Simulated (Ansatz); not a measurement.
**C₂H₂OSe: one structure at several levels**

One table from this session's results is given with a row withheld; the runs are named, their logs left out.

Method: single points in def2-TZVPP; program: Ansatz 0.2.0, Gaussian basis.

Correlated methods freeze the cores. Filled d shells of the heavier atoms are correlated.

**The system as given**

SMILES `O=CC=[Se]`, 6 atoms, charge 0, spin multiplicity 1.

Atoms are counted from 1 here; the program's logs count them from 0.

Bond lengths: O1–C2 1.145 Å, C2–C3 1.441 Å, C2–H5 1.087 Å, C3–Se4 1.735 Å, C3–H6 1.164 Å. Angles: O1–C2–C3 123.5°, O1–C2–H5 127.5°, C3–C2–H5 108.4°, C2–C3–Se4 126.9°, C2–C3–H6 117.4°, Se4–C3–H6 115.6°.

Geometry (Å):

```csv
atom,x (Å),y (Å),z (Å)
O1,-0.5491,-1.4609,-0.8418
C2,-0.2430,-0.7791,0.0263
C3,0.2107,0.5769,-0.1486
Se4,0.6585,1.6950,1.1009
H5,-0.3779,-0.9609,1.0893
H6,0.2074,1.0073,-1.2302
```

Set-up of the first run:

run/in.yaml reads:

```yaml
crystal:
  periodic: [false, false, false]
  atoms:
    - {symbol: O, position_ang: [-0.549100, -1.460900, -0.841800]}
    - {symbol: C, position_ang: [-0.243000, -0.779100, 0.026300]}
    - {symbol: C, position_ang: [0.210700, 0.576900, -0.148600]}
    - {symbol: Se, position_ang: [0.658500, 1.695000, 1.100900]}
    - {symbol: H, position_ang: [-0.377900, -0.960900, 1.089300]}
    - {symbol: H, position_ang: [0.207400, 1.007300, -1.230200]}
basis:
  gaussian: {orbitals: def2-TZVPP}
correlation: {method: ccsd_t}
output: {forces: true}
```

No record of the launch command was kept for these runs.

Among the steps run: CCSD(T)/def2-TZVPP; PBE0-D4/def2-TZVPP; wB97M-V/def2-TZVPP; r2SCAN-D4/def2-TZVPP; PBE-D4/def2-TZVPP; BHLYP-D4/def2-TZVPP; LC-wPBE/def2-TZVPP.

One of the session's tables, all rows but one given; the rest of the session is left out.

| method | RMS force component (eV/Å) | angle to CCSD(T) forces (°) | dipole (D) |
| --- | --- | --- | --- |
| CCSD(T) | 2.450 | reference | 1.19 |
| PBE0-D4 | 2.171 | 4.3 | 1.26 |
| wB97M-V | 2.199 | 7.0 | 1.28 |
| r2SCAN-D4 | 2.284 | 2.7 | 1.12 |
| PBE-D4 | 2.470 | 5.6 | 1.20 |
| BHLYP-D4 | ? | ? | ? |
| LC-wPBE | 2.163 | 11.2 | 1.32 |

**Question.** Estimate the row for BHLYP-D4.

The run gave: RMS force component (eV/Å): 1.985; angle to CCSD(T) forces (°): 10.8; dipole (D): 1.34. In the column «RMS force component (eV/Å)» it is the lowest.
